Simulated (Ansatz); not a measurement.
# C2H6O2Si: the cost of one run

All numbers are computed with the Python package of Ansatz 0.2.0. Level of theory: MP2/def2-TZVP.

## 1. The structure

Bond lengths: O1–Si2 1.613 Å, Si2–C3 1.838 Å, C3–C4 1.654 Å, Si2–O5 1.661 Å, C4–O5 1.449 Å, O1–H6 0.950 Å, Si2–H7 1.474 Å, C3–H8 1.064 Å, C3–H9 1.118 Å, C4–H10 1.043 Å, C4–H11 1.073 Å. Angles (14 of 20 angles, heavy atoms first): O1–Si2–C3 116.6°, O1–Si2–O5 108.4°, C3–Si2–O5 80.7°, Si2–C3–C4 83.5°, C3–C4–O5 93.7°, Si2–O5–C4 96.8°, O1–Si2–H7 117.3°, C3–Si2–H7 117.1°, O5–Si2–H7 110.0°, Si2–O1–H6 119.0°, Si2–C3–H8 118.6°, Si2–C3–H9 113.9°, C4–C3–H8 111.1°, C4–C3–H9 110.6°.

The script holds or builds the structure itself.

## 2. The script

Contents of energy_c2h6o2si.py:

```python
from pathlib import Path
import warnings

import ansatz
from ase import Atoms

warnings.simplefilter("ignore", ansatz.DeckWarning)

atoms = Atoms(["O", "Si", "C", "C", "O", "H", "H", "H", "H", "H", "H"], positions=[
    [-1.5766, 1.2415, 1.1354],
    [-0.665, 0.8191, -0.1271],
    [-0.3185, -0.9748, -0.3268],
    [1.259, -0.4909, -0.2157],
    [0.9229, 0.7965, 0.3581],
    [-1.1522, 1.4827, 1.9499],
    [-0.8036, 1.6168, -1.3585],
    [-0.5132, -1.43, -1.2682],
    [-0.6045, -1.5928, 0.5593],
    [1.7134, -0.4089, -1.1508],
    [1.8037, -1.1163, 0.4652],
])
molecule = ansatz.Crystal.molecule_from_ase(atoms)

calc = molecule.calculation().basis(gaussian="def2-TZVP").correlation("MP2").orbitals()
print(calc.to_yaml())
result = calc.run(runs_dir="out")
r = result.report

print(f"E = {r['free_energy_ev']:.6f} eV = {r['free_energy_ev'] / 27.211386246:.7f} Ha")
print("converged:", r["converged"], " doubts:", r["published_state_doubts"] or "none")

parts = r["correlation"]
for name in ("random_phase", "coupled_cluster", "perturbative"):
    if name in parts:
        print(f"{name:16s} {parts[name]['energy']['hartree']:12.7f} Ha")
if "second_order" in parts:
    pair = parts["second_order"]
    print(f"MP2 same spin {pair['same_spin']['hartree']:.7f} Ha, opposite spin {pair['opposite_spin']['hartree']:.7f} Ha")

state = r["mean_field"]["state"]
print(f"mean field: {state['energy']['hartree']:.7f} Ha, <S^2> = {abs(state['spin_squared']):.4f}, stability: {state.get('stability', {}).get('kind')}")

lines = Path(r["orbitals_path"]).read_text().splitlines()
field_of = lambda key: [line.split("=")[1].strip() for line in lines if line.startswith(key)]
orbitals = [(27.211386 * float(e), s, float(n)) for e, s, n in zip(field_of("Ene="), field_of("Spin="), field_of("Occup="))]
homo = max(e for e, _, n in orbitals if n > 0.5)
lumo = min(e for e, _, n in orbitals if n < 0.5)
for e, spin, n in sorted(orbitals):
    if homo - 15 < e < lumo + 5:
        print(f"{spin:6s} {e:10.3f} eV  occupation {n:.0f}")
```

## 3. Launch

Launch:

```sh
> python energy_c2h6o2si.py
```

What time and memory should one allow on 1 thread of Arm Neoverse N1, shared host?

About 12 s, with a peak of 0.47 GiB.
